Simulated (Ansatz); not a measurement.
# CH6ClNSn: the cost of one run

Computed with the Python package of Ansatz 0.2.0. Level of theory: PBE+D4/def2-TZVP.

## 1. The structure

Bond lengths: C1–N2 1.407 Å, N2–Sn3 2.050 Å, Sn3–Cl4 2.276 Å, C1–H5 1.169 Å, C1–H6 1.103 Å, C1–H7 1.097 Å, N2–H8 1.043 Å, Sn3–H9 1.810 Å, Sn3–H10 1.769 Å. Angles (14 of 15 angles, heavy atoms first): C1–N2–Sn3 106.4°, N2–Sn3–Cl4 111.6°, C1–N2–H8 111.1°, Sn3–N2–H8 107.0°, N2–C1–H5 108.6°, N2–C1–H6 114.3°, N2–C1–H7 112.9°, N2–Sn3–H9 109.1°, N2–Sn3–H10 109.5°, Cl4–Sn3–H9 110.7°, Cl4–Sn3–H10 108.6°, H5–C1–H6 105.0°, H5–C1–H7 104.7°, H6–C1–H7 110.5°.

No structure file is read: the coordinates are typed or built in the script.

## 2. The code

ch6clnsn.py reads:

```python
'''Gap between spin states of CH6ClNSn at one geometry.'''

import ansatz as az

GEOMETRY = '''
C    -0.85960    1.07580    0.04260
N     0.36360    0.74100   -0.56670
Sn    0.93510   -1.05740    0.23350
Cl   -0.52250   -2.71910   -0.31010
H    -1.24840    2.07470   -0.42470
H    -0.78860    1.27490    1.12490
H    -1.65190    0.34600   -0.16260
H     0.24420    0.59380   -1.59190
H     1.07190   -0.88890    2.03050
H     2.53920   -1.49190   -0.37250
'''


def main() -> None:
    ch6clnsn = az.Crystal.molecule()
    for line in GEOMETRY.strip().splitlines():
        symbol, *xyz = line.split()
        ch6clnsn = ch6clnsn.atom(symbol, [float(v) for v in xyz])

    base = (
        ch6clnsn.calculation()
        .basis(gaussian='def2-TZVP')
        .functional('pbe', dispersion='d4')
    )
    found = {}
    for unpaired in [0, 2]:
        rep = base.spin('collinear', total=unpaired).run(threads=1, backend='cpu').report
        s = unpaired / 2
        found[unpaired] = rep['free_energy_ev']
        print(f'2S+1 = {unpaired + 1}: E = {found[unpaired]:.5f} eV, <S^2> = {abs(rep["mean_field"]["state"]["spin_squared"]):.3f} (pure state {s * (s + 1):.2f})')
    lowest = min(found, key=found.get)
    for unpaired, e in found.items():
        print(f'multiplicity {unpaired + 1}: {23.060548 * (e - found[lowest]):.1f} kcal/mol above the lowest')


if __name__ == '__main__':
    main()
```

## 3. The run

Started as:

```bash
$ python ch6clnsn.py
```

What time and memory should one allow on 1 thread of Arm Neoverse V1, shared host?

About 51 s, with a peak of 0.44 GiB.
